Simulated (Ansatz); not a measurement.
# Potassium, diamond under LDA: structure, energy and stiffness

Aim: take potassium in the diamond structure, relax it, solve it on a dense k-mesh, switch on spin-orbit coupling, then scale the cell to 7 volumes from 88 to 112 % of the relaxed one and try a fit of the equation of state. The k-meshes are 6×6×6 for the relaxation; 10×10×10 for the dense run; 6×6×6 for spin-orbit coupling; 7×7×7 for the volumes.

This is K in the diamond structure; at room conditions it is bcc.

Program: Ansatz 0.2.0. Level of theory: DFT LDA (PW92), plane waves (420 eV) with PAW, scalar-relativistic; PAW files made under PBE, frozen cores solved again for the functional. These are calculated values, not measurements.

### Step 1. The starting structure

The structure is cubic, space group Fd-3m (No. 227). Conventional cell: a = 9.167 Å, b = 9.167 Å, c = 9.167 Å, α = 90.00°, β = 90.00°, γ = 90.00°. K (site symmetry -43m) is surrounded by 4 K at 3.97 Å.

Coordinates:

```
K
1.0
     0.00000    4.58340    4.58340
     4.58340    0.00000    4.58340
     4.58340    4.58340    0.00000
K
2
Direct
  0.12500 0.12500 0.12500
  0.87500 0.87500 0.87500
```

### Step 2. Geometry optimisation

input.yaml

```yaml
crystal:
  lattice:
    - [0.0, 4.5833978046, 4.5833978046]
    - [4.5833978046, 0.0, 4.5833978046]
    - [4.5833978046, 4.5833978046, 0.0]
  atoms:
    - { symbol: K, position: [0.125, 0.125, 0.125] }
    - { symbol: K, position: [0.875, 0.875, 0.875] }
hamiltonian:
  xc: lda
  pseudopotentials:
    kind: paw
    azcp:
      K: "pseudopotentials/K.paw.azcp"
basis:
  ecutwfc: 420
  fft_grid_basis: typed
kpoints:
  mp_grid: { grid: [6, 6, 6], shift: [0, 0, 0] }
magnetization:
  spin_polarized: false
scf:
  occupations: { method: fermi_dirac, width: 0.1 }
relax:
  max_steps: 60
  f_tol: 0.01
  cell: {}
```

Further steps of the session: Dense single point; A two-component run at the same geometry; Equation of state: 88 %; Equation of state: 92 %; Equation of state: 96 %; Equation of state: 100 %; Equation of state: 104 %; Equation of state: 108 %; Equation of state: 112 %.

Before running it: what results should come out? Wanted: space group; conventional cell; volume; shortest distance; gap on the mesh; relative to bcc; V₀, B₀, B₀′.

As calculated:

```
                      quantity                         value
space group (spins left aside)               Fd-3m (No. 227)
             conventional cell                   a = 9.167 Å
                        volume                96.286 Å³/atom
             shortest distance                       3.969 Å
               gap on the mesh  none (levels filled in part)
               relative to bcc                 +314 meV/atom
                   V₀, B₀, B₀′  95.927 Å³/atom, 1.5 GPa, 3.1
```

From the guessed start the volume shrank by 0.0 % in 2 steps. It lies 314 meV/atom above the element's reference form at the same level (bcc, from a run of its own), so it is far from stable. Levels at the Fermi energy are filled in part, as in a metal. The total energy of the spin-orbit run (on a coarser mesh) lies -21 meV/atom from the scalar one; mesh and treatment of the core enter this figure, so it is no spin-orbit energy. B₀ comes out at 1.5 GPa, a soft solid. The symmetry was held, so the structure may be unstable against distortions that break it.
